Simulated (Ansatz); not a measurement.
**CH6S2Si: small, medium and large basis sets**

Aim: see how fast density functionals converge with the basis set for CH6S2Si.

Method: one geometry, several basis sets; program: Ansatz 0.2.0, Gaussian basis.

Plan: PBE0-D4/def2-SVP; ωB97M-V/def2-SVP; PBE0-D4/def2-QZVPP; ωB97M-V/def2-QZVPP; the functionals' def2-TZVPP values are taken from earlier runs.

### 1 Structure used throughout

All runs share one geometry, relaxed beforehand with PBE0-D4 in a triple-zeta def2 set.

SMILES `C[SiH](S)S`, 10 atoms, charge 0, spin multiplicity 1.

Atoms are counted from 1 here; the program's logs count them from 0.

Bond lengths: C1–Si2 1.860 Å, C1–H5 1.093 Å, C1–H6 1.092 Å, C1–H7 1.092 Å, Si2–S3 2.139 Å, Si2–S4 2.138 Å, Si2–H8 1.484 Å, S3–H9 1.343 Å, S4–H10 1.344 Å. Angles: Si2–C1–H5 110.6°, Si2–C1–H6 110.8°, Si2–C1–H7 110.0°, H5–C1–H6 108.4°, H5–C1–H7 108.7°, H6–C1–H7 108.4°, C1–Si2–S3 105.5°, C1–Si2–S4 113.5°, C1–Si2–H8 111.7°, S3–Si2–S4 112.3°, S3–Si2–H8 111.5°, S4–Si2–H8 102.6°, Si2–S3–H9 94.6°, Si2–S4–H10 94.5°.

### 2 PBE0-D4 in def2-SVP

in.yaml reads:

```yaml
crystal:
  periodic: [false, false, false]
  atoms:
    - {symbol: C, position_ang: [-1.093307, 0.705559, -0.657794]}
    - {symbol: Si, position_ang: [0.068422, -0.568235, 0.040681]}
    - {symbol: S, position_ang: [0.126937, -0.195288, 2.145766]}
    - {symbol: S, position_ang: [2.013375, -0.522792, -0.844832]}
    - {symbol: H, position_ang: [-2.083977, 0.610118, -0.206250]}
    - {symbol: H, position_ang: [-0.722729, 1.714974, -0.465861]}
    - {symbol: H, position_ang: [-1.186571, 0.572483, -1.737485]}
    - {symbol: H, position_ang: [-0.388336, -1.949417, -0.254238]}
    - {symbol: H, position_ang: [1.052457, -1.136472, 2.395084]}
    - {symbol: H, position_ang: [2.296929, 0.717968, -0.412270]}
basis:
  gaussian: {orbitals: def2-SVP}
hamiltonian: {xc: pbe0, dispersion: d4}
output: {orbitals: {seedname: orbitals}}
```

Started as:

```bash
$ ansatz run in.yaml --threads 2 --pin off --events-out ev --progress --plain --max-ram 4352MiB
```

The runs that follow: ωB97M-V in def2-SVP; PBE0-D4 in def2-QZVPP; ωB97M-V in def2-QZVPP.

Q: Predict the results of all the runs planned. Wanted: PBE0-D4: double and triple zeta above quadruple; ωB97M-V: double and triple zeta above quadruple.

As calculated:

| quantity | value |
| --- | --- |
| PBE0-D4: double and triple zeta above quadruple | 12.63, 0.99 eV |
| ωB97M-V: double and triple zeta above quadruple | 12.65, 0.95 eV |

**Reading.** PBE0-D4 gains 11.64 eV from double to triple zeta, then 0.99 eV more. These are total energies; as a rule much of such shifts cancels in differences, which this series doesn't test. The LUMO of ωB97M-V is positive and keeps falling with the basis (2.58 to 1.44 eV): an unbound level that the basis holds in place.
